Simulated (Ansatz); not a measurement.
I need a geometry optimisation of BrClH2NSi, SMILES N[Si](Cl)Br. Use the Ansatz DFT code, driven from Python. Use: r2SCAN, def2-SVP basis, multiplicity 2.

The script reads `brclh2nsi.xyz`:
```text
6

N    -0.07390    0.95920    0.36070
Si    0.72050   -0.15840   -0.56990
Cl    1.03220   -1.72420    0.68520
Br   -0.63930   -0.80380   -2.11770
H     0.11840    0.86050    1.31170
H    -1.11570    0.80270    0.28370
```

The script, `brclh2nsi_opt.py`:
```python
'''Relax the BrClH2NSi molecule.'''

import itertools

import ansatz
from ase.data import atomic_numbers, covalent_radii
import numpy as np
import pandas as pd

mol = ansatz.Crystal.molecule_from_extxyz('brclh2nsi.xyz')

setup = (
    mol.calculation()
    .basis(gaussian='def2-SVP')
    .functional('r2SCAN')
    .spin('collinear', total=1)
)
symbols = [site.symbol for site in mol.cartesian_sites]
start = np.array([site.position_ang for site in mol.cartesian_sites], dtype=float)
def progress(event):
    if event['event'] == 'relax_step':
        row = event['data']
        print(f'step {row["step"]:3d}  E = {row["lagrangian_ev"]:.6f} eV  largest force component {row["allowed_force_max_ev_ang"]:.4f} eV/A')


data = setup.relax(force_tolerance=0.01).session().plan().execute(on_event=progress).report
end = np.array(data['positions_ang'])

for key in ('converged', 'free_energy_ev', 'reference_energy_ev', 'n_frozen', 'n_occupied', 'n_virtual'):
    print(f'{key:22s} {data[key]}')

# pairs closer than 1.2 times the sum of covalent radii, before or after
radius = [covalent_radii[atomic_numbers[s]] for s in symbols]
span = lambda where, i, j: np.linalg.norm(where[i] - where[j])
bonded = [(i, j) for i, j in itertools.combinations(range(len(symbols)), 2) if min(span(start, i, j), span(end, i, j)) < 1.2 * (radius[i] + radius[j])]
print('pair        before    after (A)')
for i, j in bonded:
    print(f'{symbols[i]}{i}-{symbols[j]}{j}'.ljust(10), f'{span(start, i, j):8.4f} {span(end, i, j):8.4f}')

charges = data['charge_distribution']
table = pd.DataFrame({'atom': symbols, 'mulliken': charges['mulliken_charges_e'], 'lowdin': charges['lowdin_charges_e']})
print(table.round(3).to_string())
print('dipole (e A):', np.round(charges['dipole_moment_e_ang'], 4) + 0.0)
```

Running `python brclh2nsi_opt.py` prints:
```text
step   1  E = -91952.478983 eV  largest force component 3.2772 eV/A
step   2  E = -91952.832364 eV  largest force component 1.3736 eV/A
step   3  E = -91952.882756 eV  largest force component 0.4797 eV/A
step   4  E = -91952.930524 eV  largest force component 0.4784 eV/A
step   5  E = -91952.941814 eV  largest force component 0.4998 eV/A
step   6  E = -91952.983013 eV  largest force component 0.2216 eV/A
step   7  E = -91952.985802 eV  largest force component 0.1683 eV/A
step   8  E = -91952.990263 eV  largest force component 0.3980 eV/A
step   9  E = -91952.994173 eV  largest force component 0.1560 eV/A
step  10  E = -91952.995687 eV  largest force component 0.0466 eV/A
step  11  E = -91952.995855 eV  largest force component 0.0810 eV/A
step  12  E = -91952.995621 eV  largest force component 0.0822 eV/A
step  13  E = -91952.996148 eV  largest force component 0.0088 eV/A
converged              True
free_energy_ev         -91952.99615634416
reference_energy_ev    -91952.99615634416
n_frozen               0
n_occupied             [38, 37]
n_virtual              [54, 55]
pair        before    after (A)
N0-Si1       1.6571   1.7198
N0-H4        0.9753   1.0167
N0-H5        1.0563   1.0165
Si1-Cl2      2.0308   2.0845
Si1-Br3      2.1590   2.2487
  atom  mulliken  lowdin
0    N    -0.386   0.013
1   Si     0.593  -0.082
2   Cl    -0.266   0.041
3   Br    -0.261  -0.007
4    H     0.160   0.017
5    H     0.161   0.018
dipole (e A): [-0.0704  0.566   0.28  ]
```

Notes:
- Total energies depend on the basis set; only differences at equal settings carry meaning.
- The end point is the stationary point reached from this start; no frequency run checks that it is a minimum, and the basis set is modest.
- The run takes the species as open-shell (spin multiplicity 2), which needn't be its ground state.
- The Löwdin charges here are taken after orthogonalising the functions within each atom; they differ from plain Löwdin charges, and their signs can be unphysical.
- Run time: 2.7 min on 1 thread of Arm Neoverse V1 (shared host), peak memory 0.33 GiB.
